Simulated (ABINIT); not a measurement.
Input of an ABINIT 10.8.3 (patched build) run:

File run.abi:

```
# Datasets
ndtset 3

# Pseudopotentials
pp_dirpath "./"
pseudos "56_Ba_10_2.8_2.8_pbe_n_v1.0.psp8, 20_Ca_10_2.3_2.7_pbe_n_v1.0.psp8"

# Structure
acell 5.3890304412 5.3890304412 5.3890304412 Angstrom
rprim
     0.0000000000     0.7071067812     0.7071067812
     0.7071067812     0.0000000000     0.7071067812
     0.7071067812     0.7071067812     0.0000000000
ntypat 2
znucl 56 20
natom 3
typat 1 1 2
chkprim 0
chksymtnons 0
tolsym 1.0e-6
xred
            1/4            1/4            1/4
            0.0            0.0            0.0
            1/2            1/2            1/2

# Plane-wave basis
ecut 489.804952 eV

# k points
ngkpt 6 6 6
nshiftk 4
shiftk
     0.5000000000     0.5000000000     0.5000000000
     0.5000000000     0.0000000000     0.0000000000
     0.0000000000     0.5000000000     0.0000000000
     0.0000000000     0.0000000000     0.5000000000
istwfk *1

# Exchange and correlation
ixc 11

# Bands and occupations
occopt 6
tsmear 0.2 eV

# SCF cycle
nstep 80

# Output
iomode 3
prteig 0
prtebands 0

# Dataset 1: ground state
nband1 19
tolvrs1 1.0e-12
prtden1 1
prtwf1 0
kptopt1 1

# Dataset 2: empty bands at fixed density
iscf2 -3
getden2 1
nband2 25
nbdbuf2 4
tolwfr2 1.0e-12
nstep2 120
prtden2 0
kptopt2 1

# Dataset 3: wave functions and velocity matrix elements in the full zone
optdriver3 8
wfk_task3 "wfk_optics_fullbz"
getwfk3 2
nband3 21
kptopt3 1
prtevk3 1
inclvkb3 2
```

optic.abi

```
&FILES
 ddkfile_1 = 'runo_DS3_1_EVK.nc',
 ddkfile_2 = 'runo_DS3_2_EVK.nc',
 ddkfile_3 = 'runo_DS3_3_EVK.nc',
 wfkfile = 'runo_DS3_WFK.nc'
/
&PARAMETERS
 broadening = 0.003675,
 domega = 0.002,
 maxomega = 0.8,
 scissor = 0.000000,
 tolerance = 0.002
/
&COMPUTATIONS
 num_lin_comp = 1,
 lin_comp = 11,
 num_nonlin_comp = 0
/
```

Potentials or basis: SPMS NC PBE v1.0.

Launch:

```console
$ abinit run.abi > log 2>&1
$ optic optic.abi > optic.log 2>&1
```

(1) What does it give for the pressure?

Results:

(1) 6.9 GPa.
